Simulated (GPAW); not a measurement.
# In3SbTe4 (I422) in GPAW: a series of runs

Aim: see how the results for In3SbTe4 move with the level of theory and the settings. Levels: LDA, PBE. Tasks: single point.

Everything below comes from runs of GPAW 26.7.0. Logs are shortened: lines on timing, memory, paths and dates and some standing lists are left out, and cuts for length are marked. The log counts tension as positive stress, the text compression.

## Step 1: Starting point

The structure is tetragonal, space group I422 (No. 97). Conventional cell: a = 8.340 Å, b = 8.340 Å, c = 7.213 Å, α = 90.00°, β = 90.00°, γ = 90.00°. Te (site symmetry 2) has 2 In at 2.89 Å as nearest neighbours. Sb (site symmetry 422) has 8 Te at 3.53 Å and 2 In at 3.61 Å as nearest neighbours. In (site symmetry 222) is surrounded by 4 Te at 2.89 Å. In (site symmetry 422) has 8 Te at 3.53 Å and 2 Sb at 3.61 Å as nearest neighbours.

The cell comes from a database or a generator and needn't be the stable form of this composition.

## Step 2: Single point, LDA

File run.py:

```python
from ase import Atoms
from ase.dft.bandgap import bandgap
from ase.io import write
from ase.units import GPa
from gpaw import GPAW, PW

atoms = Atoms(['Te', 'Te', 'Te', 'Te', 'Sb', 'In', 'In', 'In'],
              cell=[[-4.170115, 4.170115, 3.606567],
                    [4.170115, -4.170115, 3.606567],
                    [4.170115, 4.170115, -3.606567]],
              scaled_positions=[[0.440951, 0.559049, 0.5],
                                [0.059049, 0.940951, 0.5],
                                [0.559049, 0.059049, 0.118098],
                                [0.940951, 0.440951, 0.881902],
                                [0.0, 0.0, 0.0],
                                [0.0, 0.5, 0.5],
                                [0.5, 0.0, 0.5],
                                [0.5, 0.5, 0.0]],
              pbc=True)

calc = GPAW(mode=PW(450),
            xc='LDA',
            kpts={'size': (4, 4, 4), 'gamma': True},
            occupations={'name': 'fermi-dirac', 'width': 0.05},
            nbands=61,
            maxiter=120,
            txt='gpaw.txt')
atoms.calc = calc
energy = atoms.get_potential_energy()
forces = atoms.get_forces()
stress = atoms.get_stress()
calc.write('gs.gpw')
write('result.traj', atoms)
print(f'Energy: {energy:.6f} eV')
print('Forces (eV/A):')
print(forces.round(4))
print('Stress (GPa):', (stress / GPa).round(3))
print('Fermi level:', round(calc.get_fermi_level(), 4), 'eV')
print(f'Gap: {bandgap(calc)[0]:.4f} eV, direct: {bandgap(calc, direct=True)[0]:.4f} eV')
```

Potentials or basis: the program's PAW data sets (release 1.2.1) made for this functional, pw.

Run with:

```sh
$ OMP_NUM_THREADS=1 python run.py
```

gpaw.txt:

```text
__  _  _
 | _ |_)|_||  |
 |__||  | ||/\| - 26.7.0

Input parameters:
  mode=PW(ecut=450.00000000000006),
  kpts=MonkhorstPack(size=(4, 4, 4), gamma=True),
  maxiter=120,
  nbands=61,
  occupations=Occupations(name='fermi-dirac', width=0.05),
  xc=XC(name='LDA')

Diagonalizing LCAO Hamiltonian
Converting LCAO to pw mode

                    Te
            In
          Te       Te
               In
                         Te
            Sb        In

Atoms  # Å, Bohr magnetons
|   | symbol |         x |         y |        z |    initial magnetic moments |
|---|--------|-----------|-----------|----------|-----------------------------|
| 0 |     Te |  2.577540 |  1.592575 | 1.803284 | ( 0.0000,  0.0000,  0.0000) |
| 1 |     Te |  5.762690 | -1.592575 | 1.803284 | ( 0.0000,  0.0000,  0.0000) |
| 2 |     Te | -1.592575 |  2.577540 | 1.803284 | ( 0.0000,  0.0000,  0.0000) |
| 3 |     Te |  1.592575 |  5.762690 | 1.803284 | ( 0.0000,  0.0000,  0.0000) |
| 4 |     Sb |  0.000000 |  0.000000 | 0.000000 | ( 0.0000,  0.0000,  0.0000) |
| 5 |     In |  4.170115 |  0.000000 | 0.000000 | ( 0.0000,  0.0000,  0.0000) |
| 6 |     In |  0.000000 |  4.170115 | 0.000000 | ( 0.0000,  0.0000,  0.0000) |
| 7 |     In |  0.000000 |  0.000000 | 3.606567 | ( 0.0000,  0.0000,  0.0000) |

Unit cell  # Å
| periodic |         x |         y |         z |  lengths |     angles |
|----------|-----------|-----------|-----------|----------|------------|
|      yes | -4.170115 |  4.170115 |  3.606567 | 6.912817 | 105.794838 |
|      yes |  4.170115 | -4.170115 |  3.606567 | 6.912817 | 105.794838 |
|      yes |  4.170115 |  4.170115 | -3.606567 | 6.912817 | 117.104375 |

Number of symmetries: 8
Symmetry operations  # r_c * U_cc + t_c -> r_c
|   | kind |            matrix            |
|---|------|------------------------------|
| 0 |  C4  |  1, 1, 1,  0, 0,-1, -1, 0, 0 |
| 1 |  E   |  1, 0, 0,  0, 1, 0,  0, 0, 1 |
| 2 |  C2  |  0, 1, 0,  1, 0, 0, -1,-1,-1 |
| 3 |  C2  |  0, 0, 1, -1,-1,-1,  1, 0, 0 |
| 4 |  C4  |  0, 0,-1,  1, 1, 1,  0,-1, 0 |
| 5 |  C2  |  0,-1, 0, -1, 0, 0,  0, 0,-1 |
| 6 |  C2  | -1, 0, 0,  0,-1, 0,  1, 1, 1 |
| 7 |  C2  | -1,-1,-1,  0, 0, 1,  0, 1, 0 |

BZ-sampling:
  Number of BZ points: 64
  Number of IBZ points: 13

  Monkhorst-Pack size: [4, 4, 4]
  Monkhorst-Pack shift: [0.125, 0.125, 0.125]

K-points  # in reciprocal-cell coordinates
|     |                                coordinates |     weight |
|-----|--------------------------------------------|------------|
|   0 | (  0.00000000,   0.00000000,   0.00000000) | 0.01562500 |
|   1 | (  0.25000000,  -0.25000000,   0.00000000) | 0.06250000 |
|   2 | (  0.25000000,  -0.25000000,   0.25000000) | 0.06250000 |
|   3 | (  0.25000000,   0.00000000,   0.00000000) | 0.12500000 |
|   4 | (  0.25000000,   0.25000000,  -0.25000000) | 0.03125000 |
|   5 | (  0.25000000,   0.25000000,   0.25000000) | 0.03125000 |
|   6 | (  0.50000000,   0.00000000,   0.25000000) | 0.12500000 |
|   7 | (  0.50000000,   0.00000000,   0.50000000) | 0.06250000 |
|   8 | (  0.50000000,   0.25000000,   0.25000000) | 0.25000000 |
|   9 | (  0.50000000,   0.25000000,   0.50000000) | 0.12500000 |
| ... |                                            |            |
|  12 | (  0.50000000,   0.50000000,   0.50000000) | 0.01562500 |

Plane wave coefficients: 5458
Cutoff: 450.00000000000006 eV

Spin-components: 1 (collinear spins)
Bands:           61
Projectors:      44
Spin-degeneracy: 2
Datatype:        complex128

Parallelization:
  kpt:    1
  domain: 1
  band:   1

Density:
  Valence electrons: 78.0
  Components: 1
  Grid points: [35 35 35]
  Charge: 0.0  # |e|

Potential:
  Grid points: [35 35 35]

species:
  Te:
    name:    Tellurium
    Z:       52.0
    valence: 6
    core:    46
    charge:  0.0  # [|e|]
    compensation charges:
      type: gauss
      rc: 0.36  # [Å]
      lmax: 2
    cutoffs:
      filter: 2.09  # [Å]
      core: 3.17  # [Å]
    projectors
    | kind |    occ | energy [eV] | rcut [Å] |
    |------|--------|-------------|----------|
    |   5s |  2.000 |     -15.337 |    1.180 |
    |   5p |  4.000 |      -6.113 |    1.196 |
    |    s |        |      11.875 |    1.180 |
    |    p |        |      21.098 |    1.196 |
    |    d |        |       0.000 |    1.238 |

    Using partial waves for Te as LCAO basis

  Sb:
    name:    Antimony
    Z:       51.0
    valence: 15
    core:    36
    charge:  0.0  # [|e|]
    compensation charges:
      type: gauss
      rc: 0.36  # [Å]
      lmax: 2
    cutoffs:
      filter: 2.23  # [Å]
      core: 2.23  # [Å]
    projectors
    | kind |    occ | energy [eV] | rcut [Å] |
    |------|--------|-------------|----------|
    |   5s |  2.000 |     -13.069 |    1.154 |
    |   5p |  3.000 |      -4.994 |    1.233 |
    |   4d | 10.000 |     -33.564 |    1.196 |
    |    s |        |      14.142 |    1.154 |
    |    p |        |      22.217 |    1.233 |
    |    d |        |      -6.353 |    1.196 |

    Using partial waves for Sb as LCAO basis

  In:
    name:    Indium
    Z:       49.0
    valence: 13
    core:    36
    charge:  0.0  # [|e|]
    compensation charges:
      type: gauss
      rc: 0.36  # [Å]
      lmax: 2
    cutoffs:
      filter: 2.09  # [Å]
      core: 2.48  # [Å]
    projectors
    | kind |    occ | energy [eV] | rcut [Å] |
    |------|--------|-------------|----------|
    |   5s |  2.000 |      -8.474 |    1.185 |
    |   5p |  1.000 |      -2.700 |    1.244 |
    |   4d | 10.000 |     -18.723 |    1.148 |
    |    s |        |      18.738 |    1.185 |
    |    p |        |      24.512 |    1.244 |
    |    d |        |       8.489 |    1.148 |

    Using partial waves for In as LCAO basis

Reference energy: -1394185.292144  # eV

eigensolver:
  PPCG
  Converge bands: occupied
  niter=2

density mixing:
  MSR1-Mixer
  Pratt-step length: 0.05
  Maximum mixing coefficient: 0.75
  Old densities: 10
  SVD Regularization: 0.005
  Good broyden scale: 1.0
  Trust region scale: 1.0
  Backstep threshold: 4.0
  History deletion threshold: 6.0
  Fourier metric: weight=20.0, sigma=0.015

occupation numbers:
  Fermi-Dirac:
    width: 0.0500  # eV

poisson solver:
  ecut: 3600.0000000000005  # eV

xc functional:
  name: None

convergence criteria:
- Maximum [total energy] change in last 3 cyles: 0.0005 eV / valence electron
- Maximum integral of absolute [dens]ity change: 0.0001 electrons / valence electron
- Maximum integral of absolute [eigenst]ate change: 4e-08 eV^2 / valence electron
maximum number of iterations: 120

SCF iterations
|iter     | |      energy | eigst |  dens |
|---------|-|-------------|-------|-------|
|iter:   1| |  -31.546125 | +0.08 |       |
|iter:   2| |  -31.537435 | -1.57 | -1.46 |
|iter:   3| |  -31.362734 | -2.23 | -1.50 |
|iter:   4| |  -31.319137 | -2.84 | -1.85 |
|iter:   5| |  -31.306433 | -3.30 | -2.17 |
|iter:   6| |  -31.304069c| -4.33 | -2.56 |
|iter:   7| |  -31.304108c| -5.41 | -3.15 |
|iter:   8| |  -31.304113c| -6.29 | -3.53 |
|iter:   9| |  -31.304115c| -7.14 | -4.35c|
|iter:  10| |  -31.304115c| -7.69c| -4.99c|

Converged in 10 steps
Energy contributions relative to reference atoms: (reference = -1394185.292144)

Energy contributions:
  Kinetic:          43.511914
  Coulomb:         -44.798196
  Zero:              1.255296
  External:          0.000000
  Xc:              -31.259624
  Entropy:          -0.027010
  Spinorbit:         0.000000
  ----------------------------
  Free energy:     -31.317620
  Extrapolated:    -31.304115

dipole moment: (-29.394395, -29.394395, -25.270949)  # |e|*Ang

Fermi level: 5.689
Eigenvalues  # (at kpt = [0.000, 0.000, 0.000])
| band index |      eig [eV] | occ [0-2] |
|------------|---------------|-----------|
|          0 |       -23.539 |     2.000 |
|        ... |               |           |
|         30 |         1.521 |     2.000 |
|         31 |         1.521 |     2.000 |
|         32 |         1.564 |     2.000 |
|         33 |         1.868 |     2.000 |
|         34 |         3.770 |     2.000 |
|         35 |         3.770 |     2.000 |
[... 8 lines left out ...]
|         44 |         9.252 |     0.000 |
|         45 |        10.131 |     0.000 |
|        ... |               |           |
|         60 |        13.948 |     0.000 |

No gap
No difference between direct/indirect transitions

Forces  # eV/Ang
|        x |        y |        z |
|----------|----------|----------|
|  0.09235 | -0.09235 | -0.00000 |  # Te   0
| -0.09235 |  0.09235 | -0.00000 |  # Te   1
|  0.09235 |  0.09235 | -0.00000 |  # Te   2
| -0.09235 | -0.09235 | -0.00000 |  # Te   3
|  0.00000 |  0.00000 |  0.00000 |  # Sb   4
|  0.00000 |  0.00000 |  0.00000 |  # In   5
| -0.00000 |  0.00000 |  0.00000 |  # In   6
|  0.00000 |  0.00000 |  0.00000 |  # In   7

Stress tensor  # eV/Ang^3
|         x |         y |        z |
|-----------|-----------|----------|
|  0.030365 | -0.000000 | 0.000000 |
| -0.000000 |  0.030365 | 0.000000 |
|  0.000000 |  0.000000 | 0.027855 |

# Writing to gs.gpw (mode='')
```

Run time: 1.8 min. Hardware: 1 thread of Arm Neoverse V1, shared host; peak memory 0.3 GiB.

What came out:

```
Free energy            : -31.3176 eV
Pressure               : -4.7 GPa
Largest force          : 0.131 eV/Å
Band gap on the k mesh : none (metal or under the smearing width)
```

Forces on the atoms (eV/Å):
```
Te   0.092 -0.092  0.000
Te  -0.092  0.092  0.000
Te   0.092  0.092  0.000
Te  -0.092 -0.092  0.000
Sb   0.000  0.000  0.000
In   0.000  0.000  0.000
In   0.000  0.000  0.000
In   0.000  0.000  0.000
```

Stress tensor (GPa, compression positive):
```
-4.86  0.00  0.00
 0.00 -4.86  0.00
 0.00  0.00 -4.46
```

Caveat: the cutoff is short for stress and forces, so pressures can be off by a GPa or more. Spin-orbit coupling is left out, which matters for the levels of Sb, Te.

## Step 3: Single point, PBE

Changes to run.py since step 2:

```diff
@@ -21,3 +21,3 @@
 calc = GPAW(mode=PW(450),
-            xc='LDA',
+            xc='PBE',
             kpts={'size': (4, 4, 4), 'gamma': True},
```

Potentials or basis: GPAW PAW data sets (gpaw-data 1.2.1), pw.

Run with:

```sh
$ OMP_NUM_THREADS=1 python run.py
```

gpaw.txt:

```text
__  _  _
 | _ |_)|_||  |
 |__||  | ||/\| - 26.7.0

Input parameters:
  mode=PW(ecut=450.00000000000006),
  kpts=MonkhorstPack(size=(4, 4, 4), gamma=True),
  maxiter=120,
  nbands=61,
  occupations=Occupations(name='fermi-dirac', width=0.05),
  xc=XC(name='PBE')

Diagonalizing LCAO Hamiltonian
Converting LCAO to pw mode

                    Te
            In
          Te       Te
               In
                         Te
            Sb        In

Atoms  # Å, Bohr magnetons
|   | symbol |         x |         y |        z |    initial magnetic moments |
|---|--------|-----------|-----------|----------|-----------------------------|
| 0 |     Te |  2.577540 |  1.592575 | 1.803284 | ( 0.0000,  0.0000,  0.0000) |
| 1 |     Te |  5.762690 | -1.592575 | 1.803284 | ( 0.0000,  0.0000,  0.0000) |
| 2 |     Te | -1.592575 |  2.577540 | 1.803284 | ( 0.0000,  0.0000,  0.0000) |
| 3 |     Te |  1.592575 |  5.762690 | 1.803284 | ( 0.0000,  0.0000,  0.0000) |
| 4 |     Sb |  0.000000 |  0.000000 | 0.000000 | ( 0.0000,  0.0000,  0.0000) |
| 5 |     In |  4.170115 |  0.000000 | 0.000000 | ( 0.0000,  0.0000,  0.0000) |
[... 205 lines left out ...]
  Free energy:     -26.273611
  Extrapolated:    -26.260440

dipole moment: (-29.202019, -29.202019, -25.083625)  # |e|*Ang

Fermi level: 6.060
Eigenvalues  # (at kpt = [0.000, 0.000, 0.000])
| band index |      eig [eV] | occ [0-2] |
|------------|---------------|-----------|
|          0 |       -23.347 |     2.000 |
|        ... |               |           |
|         30 |         1.836 |     2.000 |
|         31 |         1.836 |     2.000 |
|         32 |         1.880 |     2.000 |
|         33 |         2.333 |     2.000 |
|         34 |         4.087 |     2.000 |
|         35 |         4.087 |     2.000 |
[... 8 lines left out ...]
|         44 |         9.618 |     0.000 |
|         45 |        10.505 |     0.000 |
|        ... |               |           |
|         60 |        14.299 |     0.000 |

No gap
No difference between direct/indirect transitions

Forces  # eV/Ang
|        x |        y |       z |
|----------|----------|---------|
| -0.05924 |  0.05924 | 0.00000 |  # Te   0
|  0.05924 | -0.05924 | 0.00000 |  # Te   1
| -0.05924 | -0.05924 | 0.00000 |  # Te   2
|  0.05924 |  0.05924 | 0.00000 |  # Te   3
|  0.00000 |  0.00000 | 0.00000 |  # Sb   4
|  0.00000 |  0.00000 | 0.00000 |  # In   5
|  0.00000 |  0.00000 | 0.00000 |  # In   6
|  0.00000 |  0.00000 | 0.00000 |  # In   7

Stress tensor  # eV/Ang^3
|        x |         y |         z |
|----------|-----------|-----------|
| 0.007472 |  0.000000 |  0.000000 |
| 0.000000 |  0.007472 | -0.000000 |
| 0.000000 | -0.000000 |  0.002600 |

# Writing to gs.gpw (mode='')
```

stdout:

```text
Energy: -26.260440 eV
Forces (eV/A):
[[-0.0592  0.0592  0.    ]
 [ 0.0592 -0.0592  0.    ]
 [-0.0592 -0.0592  0.    ]
 [ 0.0592  0.0592  0.    ]
 [ 0.      0.      0.    ]
 [ 0.      0.      0.    ]
 [ 0.      0.      0.    ]
 [ 0.      0.      0.    ]]
Stress (GPa): [ 1.197  1.197  0.417 -0.     0.     0.   ]
Fermi level: 6.0596 eV
Gap: 0.0000 eV, direct: 0.0000 eV
```

Run time: 1.9 min. Hardware: 1 thread of Arm Neoverse V1, shared host; peak memory 0.3 GiB.

What came out:

```yaml
Free_energy: -26.2736 eV
Pressure: -0.9 GPa
Largest_force: 0.084 eV/Å
Band_gap_on_the_k_mesh: none (metal or under the smearing width)
```

Forces in eV/Å, atoms in the order of the input:
```
Te  -0.059  0.059  0.000
Te   0.059 -0.059  0.000
Te  -0.059 -0.059  0.000
Te   0.059  0.059  0.000
Sb   0.000  0.000  0.000
In   0.000  0.000  0.000
In   0.000  0.000  0.000
In   0.000  0.000  0.000
```

Stress tensor (GPa, compression positive):
```
-1.20  0.00  0.00
 0.00 -1.20  0.00
 0.00  0.00 -0.42
```

Caveat: the cutoff is short for stress and forces, so pressures can be off by a GPa or more. Spin-orbit coupling is left out, which matters for the levels of Sb, Te.
